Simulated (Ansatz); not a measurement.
# Molecular dynamics of InSb

input.yaml

```yaml
accuracy: low
crystal:
  lattice:
    - [9.161558, 0.0, 0.0]
    - [4.580779, 7.934142, 0.0]
    - [0.0, 0.0, 15.675238]
  atoms:
    - { symbol: In, position: [0.0, 0.0, 0.0637949] }
    - { symbol: Sb, position: [0.14392266, 0.18417761, 0.17907732] }
    - { symbol: In, position: [1.0, 0.5, 0.0637949] }
    - { symbol: Sb, position: [0.2030964, 0.64226408, 0.19458453] }
    - { symbol: In, position: [0.5, 0.0, 0.0637949] }
    - { symbol: Sb, position: [0.63758702, 0.17873687, 0.14557254] }
    - { symbol: In, position: [0.5, 0.5, 0.0637949] }
    - { symbol: Sb, position: [0.65274177, 0.70310427, 0.1982386] }
    - { symbol: In, position: [0.38246247, 0.8457443, 0.3546479] }
    - { symbol: Sb, position: [0.68545911, 0.850622, 0.40686555] }
    - { symbol: In, position: [0.49545754, 0.14888179, 0.33311806] }
    - { symbol: Sb, position: [0.49067141, 0.48444043, 0.26796809] }
    - { symbol: In, position: [0.0611298, 0.63849558, 0.36149611] }
    - { symbol: Sb, position: [0.08597397, 0.94139458, 0.4505849] }
    - { symbol: In, position: [-0.07461579, 0.10599207, 0.27520648] }
    - { symbol: Sb, position: [0.12590968, 0.286983, 0.37630703] }
basis:
  ecutwfc: 420.0
kpoints:
  mp_grid: { grid: [2, 2, 1] }
hamiltonian:
  xc: pbe
  pseudopotentials: { kind: paw, azcp: { folder: soft_1 } }
scf:
  occupations: { method: fermi_dirac, width: 0.15 }
  lower_state_search: "off"
md:
  timestep: 3
  n_steps: 260
  ensemble: nvt_nose_hoover
  temperature: 1800.0
  initial_velocities: maxwell_boltzmann
  seed: 906573
  nose_hoover: { tau: 50.0, chain_length: 1 }
  constraints: [{ sites: [0, 2, 4, 6] }]
```

Command:

```bash
$ ansatz run input.yaml --threads 4 --pin off --max-ram 10240MiB --backend cpu --events-out ev --progress --plain --runs-dir out
```

It goes on from the last frame of an earlier run, with new velocities.

Output, in part (step lines):

```
md step     0: t =     0.00 fs  T =  1800.0 K  F+E_penalty+E_count = -96654.49076426 eV  E_kin = 2.792016 eV  conserved = -96651.69874829 eV  (10 SCF iters)
md step     1: t =     3.00 fs  T =  1756.3 K  F+E_penalty+E_count = -96654.42274783 eV  E_kin = 2.724229 eV  conserved = -96651.69857817 eV  (7 SCF iters)
md step     2: t =     6.00 fs  T =  1719.8 K  F+E_penalty+E_count = -96654.36545963 eV  E_kin = 2.667561 eV  conserved = -96651.69847752 eV  (7 SCF iters)
md step     3: t =     9.00 fs  T =  1691.6 K  F+E_penalty+E_count = -96654.32045482 eV  E_kin = 2.623927 eV  conserved = -96651.69845371 eV  (7 SCF iters)
md step     4: t =    12.00 fs  T =  1672.3 K  F+E_penalty+E_count = -96654.28807888 eV  E_kin = 2.593952 eV  conserved = -96651.69850072 eV  (7 SCF iters)
md step     5: t =    15.00 fs  T =  1661.4 K  F+E_penalty+E_count = -96654.26755749 eV  E_kin = 2.577067 eV  conserved = -96651.69860158 eV  (3 SCF iters)
md step     6: t =    18.00 fs  T =  1658.0 K  F+E_penalty+E_count = -96654.25725066 eV  E_kin = 2.571768 eV  conserved = -96651.69873287 eV  (3 SCF iters)
md step     7: t =    21.00 fs  T =  1660.7 K  F+E_penalty+E_count = -96654.25500313 eV  E_kin = 2.575976 eV  conserved = -96651.69886986 eV  (3 SCF iters)
[... lines left out ...]
md step   259: t =   777.00 fs  T =  1438.6 K  F+E_penalty+E_count = -96652.90278885 eV  E_kin = 2.231452 eV  conserved = -96651.69684460 eV  (3 SCF iters)
md step   260: t =   780.00 fs  T =  1426.1 K  F+E_penalty+E_count = -96652.87133887 eV  E_kin = 2.212053 eV  conserved = -96651.69681050 eV  (7 SCF iters)
```

The steps, from the saved trajectory:

| time (fs) | T (K) | potential energy less start (eV) | conserved less start (meV/atom) |
| --- | --- | --- | --- |
| 0 | 1800 | 0.000 | 0.00 |
| 24 | 1668 | 0.232 | -0.02 |
| 48 | 1773 | 0.175 | -0.03 |
| 72 | 1791 | 0.282 | -0.04 |
| 96 | 1586 | 0.749 | 0.00 |
| 120 | 1475 | 1.173 | 0.04 |
| 144 | 1814 | 1.103 | -0.01 |
| 168 | 2153 | 1.130 | 0.00 |
| 192 | 2273 | 1.264 | 0.06 |
| 216 | 2443 | 0.886 | 0.02 |
| 240 | 2226 | 0.540 | -0.02 |
| 264 | 1650 | 0.573 | -0.01 |
| 288 | 1257 | 0.621 | 0.00 |
| 312 | 1237 | 0.421 | -0.02 |
| 336 | 1324 | 0.324 | -0.10 |
| 360 | 1091 | 0.967 | 0.05 |
| 384 | 1583 | 0.819 | -0.05 |
| 408 | 2271 | 0.867 | 0.01 |
| 432 | 2439 | 1.558 | 0.11 |
| 456 | 2528 | 1.783 | 0.15 |
| 480 | 2619 | 1.263 | 0.07 |
| 504 | 2133 | 0.945 | 0.06 |
| 528 | 1492 | 0.909 | 0.07 |
| 552 | 1193 | 0.760 | 0.07 |
| 576 | 1235 | 0.415 | 0.05 |
| 600 | 1405 | 0.135 | 0.03 |
| 624 | 1575 | 0.086 | 0.05 |
| 648 | 1832 | 0.075 | 0.05 |
| 672 | 2008 | 0.225 | 0.04 |
| 696 | 1920 | 0.652 | 0.10 |
| 720 | 2007 | 0.692 | 0.06 |
| 744 | 1917 | 0.862 | 0.04 |
| 768 | 1524 | 1.437 | 0.11 |

All steps were run. The conserved energy stayed within 0.16 meV per atom of its start (net change 0.12 meV per atom), so the integration is sound. A run of 0.78 ps of so small a system gives no equilibrium averages. Limits of this set-up: coarse k mesh, thin slab, slab without dipole correction, a typed lattice constant that wasn't relaxed here, low accuracy level.

Mean squared displacements from the first frame to the last: In 1.44 Å², Sb 7.61 Å².

Last frame:

```xyz
16
Lattice="9.1616 0.0000 0.0000 4.5808 7.9341 0.0000 0.0000 0.0000 15.6752" Properties=species:S:1:pos:R:3
In 0.000 0.000 1.000
Sb 3.281 2.505 3.517
In 11.452 3.967 1.000
Sb 1.395 7.269 4.251
In 4.581 0.000 1.000
Sb 6.551 2.406 3.111
In 6.871 3.967 1.000
Sb 8.914 5.483 2.894
In 7.585 4.707 5.751
Sb 6.856 7.580 7.391
In 5.294 1.496 6.905
Sb 4.140 5.242 2.424
In 4.265 5.722 5.731
Sb 5.575 7.843 3.564
In 0.117 2.553 3.684
Sb 1.347 2.234 6.226
```

The run took 29 min on 4 threads of Arm Neoverse V2, with other jobs on the host, peak memory 3.1 GiB.
